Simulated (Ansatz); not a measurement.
# Si5H13Cl (built from SMILES [SiH3]Cl.[SiH3][SiH]([SiH3])[SiH3]): Born-Oppenheimer dynamics

The task is to watch the atoms for 80 steps of 0.75 fs, started with velocities for 100 K and run with a Langevin thermostat, and see to which side of the barrier the system falls.

Computed with Ansatz 0.2.0, Gaussian basis. Level: PBE0-D4/def2-SVP.

## 1. Where the work starts

The start, a first-order saddle point found at PBE0-D4 in triple zeta: 19 atoms, charge 0, spin multiplicity 1.

Atoms are counted from 1 here; the program's logs count them from 0.

Bond lengths: Si1–H3 1.689 Å, Si1–H8 1.510 Å, Si1–H9 1.473 Å, Si1–H10 1.473 Å, H3–Si4 1.706 Å, Si4–Si5 2.338 Å, Si4–Si6 2.340 Å, Si4–Si7 2.348 Å, Si5–H11 1.484 Å, Si5–H12 1.484 Å, Si5–H13 1.486 Å, Si6–H14 1.485 Å, Si6–H15 1.486 Å, Si6–H16 1.487 Å, Si7–H17 1.482 Å, Si7–H18 1.483 Å, Si7–H19 1.490 Å. Angles: H3–Si1–H8 117.2°, H3–Si1–H9 105.3°, H3–Si1–H10 104.4°, H8–Si1–H9 104.6°, H8–Si1–H10 104.3°, H9–Si1–H10 122.0°, Si1–H3–Si4 99.7°, H3–Si4–Si5 112.3°, H3–Si4–Si6 116.0°, H3–Si4–Si7 83.2°, Si5–Si4–Si6 115.0°, Si5–Si4–Si7 112.4°, Si6–Si4–Si7 114.0°, Si4–Si5–H11 110.2°, Si4–Si5–H12 109.5°, Si4–Si5–H13 107.7°, H11–Si5–H12 110.3°, H11–Si5–H13 109.5° and more.

As a file:

```
Si   -0.5301    1.6017    1.4520
Cl   -2.5078    0.0063    2.0473
H    -1.0504    0.0681    0.9711
Si    0.1074   -0.2636   -0.2365
Si   -0.2354    1.0073   -2.1681
Si    2.3306   -0.3910    0.4811
Si   -0.9900   -2.3376   -0.3236
H     0.7270    2.1376    0.8108
H    -1.5914    2.5255    1.0158
H    -0.1717    1.4375    2.8712
H     0.2864    2.3832   -1.9754
H    -1.6848    1.0464   -2.4848
H     0.4986    0.3484   -3.2802
H     3.0973    0.7591   -0.0607
H     2.3643   -0.3655    1.9666
H     2.9240   -1.6632   -0.0090
H    -2.4059   -2.1378   -0.7119
H    -0.8734   -3.0099    0.9934
H    -0.2947   -3.1523   -1.3591
```

## 2. The run

Contents of md/in.yaml:

```yaml
crystal:
  periodic: [false, false, false]
  atoms:
    - {symbol: Si, position_ang: [-0.530103, 1.601716, 1.451969]}
    - {symbol: Cl, position_ang: [-2.507788, 0.006265, 2.047317]}
    - {symbol: H, position_ang: [-1.050400, 0.068068, 0.971066]}
    - {symbol: Si, position_ang: [0.107443, -0.263622, -0.236492]}
    - {symbol: Si, position_ang: [-0.235405, 1.007264, -2.168137]}
    - {symbol: Si, position_ang: [2.330623, -0.390996, 0.481111]}
    - {symbol: Si, position_ang: [-0.989968, -2.337636, -0.323618]}
    - {symbol: H, position_ang: [0.727021, 2.137555, 0.810759]}
    - {symbol: H, position_ang: [-1.591425, 2.525467, 1.015843]}
    - {symbol: H, position_ang: [-0.171718, 1.437514, 2.871162]}
    - {symbol: H, position_ang: [0.286421, 2.383211, -1.975397]}
    - {symbol: H, position_ang: [-1.684847, 1.046386, -2.484792]}
    - {symbol: H, position_ang: [0.498572, 0.348450, -3.280203]}
    - {symbol: H, position_ang: [3.097295, 0.759053, -0.060659]}
    - {symbol: H, position_ang: [2.364314, -0.365480, 1.966607]}
    - {symbol: H, position_ang: [2.923969, -1.663186, -0.008966]}
    - {symbol: H, position_ang: [-2.405926, -2.137818, -0.711895]}
    - {symbol: H, position_ang: [-0.873411, -3.009927, 0.993432]}
    - {symbol: H, position_ang: [-0.294667, -3.152285, -1.359109]}
basis:
  gaussian: {orbitals: def2-SVP}
hamiltonian: {xc: pbe0, dispersion: d4}
md: {n_steps: 80, timestep: 0.75, temperature: 100, ensemble: nvt_langevin, seed: 714, friction: 0.01, initial_velocities: maxwell_boltzmann}
```

The run is started by

```
> ansatz run in.yaml --threads 4 --pin off --events-out ev --progress --plain --max-ram 66560MiB --backend cuda --devices 0, --max-vram 37GiB
```

Q: Predict the outcome of this session. Wanted: temperature at the start; mean temperature, second half; lowest and highest potential energy, from the first frame; largest change of potential + kinetic; bonds lost by distance; bonds made by distance.

The runs gave:

| quantity | value |
| --- | --- |
| length | 80 steps, 60.0 fs |
| temperature at the start | 95 K |
| mean temperature, second half | 368 K |
| lowest and highest potential energy, from the first frame | -1166 and 78 meV |
| largest change of potential + kinetic | 369.3 meV |
| bonds lost by distance | Si1–H3, H3–Si4 |
| bonds made by distance | Cl2–H3 |

By the last frame it has moved towards the side where Si1–Si4, Cl2–H3 form. The system runs downhill by 1.17 eV, and that energy turns into motion. The thermostat trades energy with the molecule, so the sum of potential and kinetic energy isn't conserved: it changes by -353 meV over the run. The mean temperature of the second half is still well above the 100 K set. With 19 atoms the instant temperature spans 67 to 452 K. Under Langevin the temperature counts 3N degrees of freedom, more than the drawn velocities fill, so it starts at 95 K, not 100 K.
